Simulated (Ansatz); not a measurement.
# Ag2Pb: the cost of one run

Computed with Ansatz 0.2.0 (DFT PBE, scalar-relativistic, plane waves, PAW, unless a step's input says otherwise).

### 1 The system as given

Symmetry: P4/nmm, No. 129, tetragonal system. The conventional cell has a = 4.394 Å, b = 4.394 Å, c = 6.704 Å, α = 90.00°, β = 90.00°, γ = 90.00°. Ag (site symmetry -4m2) has 8 Ag at 2.85 to 3.11 Å and 4 Pb at 2.98 Å as nearest neighbours. Ag (site symmetry 4mm) is surrounded by 4 Ag at 2.85 Å and 5 Pb at 2.88 to 3.11 Å. Pb (site symmetry 4mm) is surrounded by 9 Ag at 2.88 to 3.11 Å.

As a file:

```cif
data_structure
_symmetry_space_group_name_H-M 'P 1'
_symmetry_Int_Tables_number 1
_cell_length_a 4.3936
_cell_length_b 4.3936
_cell_length_c 6.7038
_cell_angle_alpha 90.000
_cell_angle_beta 90.000
_cell_angle_gamma 90.000
_cell_volume 129.41
loop_
_atom_site_label
_atom_site_type_symbol
_atom_site_fract_x
_atom_site_fract_y
_atom_site_fract_z
_atom_site_occupancy
Ag1 Ag 0.00000 0.00000 0.00000 1
Ag2 Ag 0.50000 0.50000 0.00000 1
Ag3 Ag 0.00000 0.50000 0.27000 1
Ag4 Ag 0.50000 0.00000 0.73000 1
Pb1 Pb 0.00000 0.50000 0.70000 1
Pb2 Pb 0.50000 0.00000 0.30000 1
```

This is candidate A: Cu2Sb type (P4/nmm, No. 129).

(A quick probe on a coarse mesh, which set the mesh and smearing, is not shown.)

### 3 Rough relaxation on the coarse mesh (candidate A)

File input.yaml:

```yaml
crystal:
  lattice:
    - [4.3936420241, 0.0, 0.0]
    - [0.0, 4.3936420241, 0.0]
    - [0.0, 0.0, 6.7038260443]
  atoms:
    - { symbol: Ag, position: [0.0, 0.0, 0.0] }
    - { symbol: Ag, position: [0.5, 0.5, 0.0] }
    - { symbol: Ag, position: [0.0, 0.5, 0.27] }
    - { symbol: Ag, position: [0.5, 0.0, 0.73] }
    - { symbol: Pb, position: [0.0, 0.5, 0.7] }
    - { symbol: Pb, position: [0.5, 0.0, 0.3] }
basis:
  ecutwfc: 420
kpoints:
  mp_grid: { grid: [4, 4, 4] }
hamiltonian:
  xc: pbe
scf:
  occupations: { method: gaussian, width: 0.1 }
  lower_state_search: "off"
output:
  forces: true
  stress: true
  eigenvalues: true
relax:
  adjacent_minimum: "off"
  f_tol: 0.04
  max_steps: 70
  cell: { stress_tol: 0.4 }
```

The run is started by

```sh
$ ansatz run input.yaml --threads 1 --pin off --max-ram 2560MiB --backend cpu --events-out ev --progress --plain --runs-dir out
```

Q: Estimate wall time and peak memory on 1 thread of Intel Xeon 6975P-C (Granite Rapids), shared host.

About 35 s, with a peak of 0.5 GiB.
